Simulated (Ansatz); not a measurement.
# HfTi2 in Ansatz: convergence with k mesh

Input of the first run (k mesh 3 × 3 × 2); the others differ in this setting and in those tied to it:

File input.yaml:

```yaml
crystal:
  lattice:
    - [3.14546521, 0.0, 0.0]
    - [-1.5727326, 2.72405278, 0.0]
    - [0.0, 0.0, 5.41149947]
  atoms:
    - { symbol: Hf, position: [0.0, 0.0, 0.0] }
    - { symbol: Ti, position: [0.66666667, 0.33333333, 0.26280001] }
    - { symbol: Ti, position: [0.33333333, 0.66666667, 0.73719999] }
hamiltonian:
  xc: pbe
  pseudopotentials: { kind: paw, source: jth }
kpoints:
  mp_grid: { grid: [3, 3, 2] }
scf:
  occupations: { method: methfessel_paxton, width: 0.1 }
output:
  forces: true
  stress: true
  eigenvalues: true
```

Potentials or basis: JTH PAW.

The run is started by

```sh
$ ansatz run input.yaml --threads 2 --pin off --max-ram 5632MiB --backend cpu --events-out ev --progress --plain --runs-dir out
```

The cell was built by a generator and needn't be a form met in nature.

Hardware: 2 threads of Intel(R) Xeon(R) Platinum 8259CL CPU @ 2.50GHz (Skylake/Cascade Lake), with other jobs on the host.

Q: The values tried are 3 × 3 × 2, 4 × 4 × 2, 5 × 5 × 3, 6 × 6 × 3, 7 × 7 × 4, 9 × 9 × 5, 11 × 11 × 6, 13 × 13 × 7, 16 × 16 × 8, loosest first. From which on does the energy stay within 1 meV/atom of the tightest run that finished?

A: From 13 × 13 × 7 on.

| k mesh | energy less the tightest run, at zero smearing (meV/atom) | pressure (GPa) | largest force (eV/Å) | SCF cycles | CPU time (s) | peak memory (GiB) |
| --- | --- | --- | --- | --- | --- | --- |
| 3 × 3 × 2 | 28.85 | 55.80 | 7.187 | 9 | 3 | 0.43 |
| 4 × 4 × 2 | 53.85 | 55.40 | 6.755 | 9 | 3 | 0.44 |
| 5 × 5 × 3 | 2.77 | 55.32 | 6.857 | 9 | 4.2 | 0.47 |
| 6 × 6 × 3 | -9.56 | 56.20 | 7.546 | 8 | 5.1 | 0.47 |
| 7 × 7 × 4 | 11.54 | 56.46 | 7.585 | 9 | 8.1 | 0.52 |
| 9 × 9 × 5 | -4.11 | 55.65 | 7.237 | 8 | 13 | 0.57 |
| 11 × 11 × 6 | 2.73 | 55.80 | 7.260 | 8 | 20 | 0.66 |
| 13 × 13 × 7 | -0.19 | 55.95 | 7.361 | 9 | 29 | 0.79 |
| 16 × 16 × 8 | 0.00 | 55.79 | 7.251 | 9 | 50 | 1 |

Not settled before the last step: the pressure (to 0.1 GPa), the largest force (to 0.005 eV/Å). Meshes of other sizes hit other points, so gaps and Fermi surfaces needn't settle smoothly. The tightest run that finished is the yardstick and may itself not be fully converged.

Caveat, for the tightest run too: a pressure of tens of GPa on the cell as given is suspect, and the run, the potentials or the cell itself is likely at fault; forces of over 1 eV/Å show positions far from the minimum, so gaps and moduli don't describe the material at rest. The run has no spin-orbit coupling, so splittings on Hf are missing.
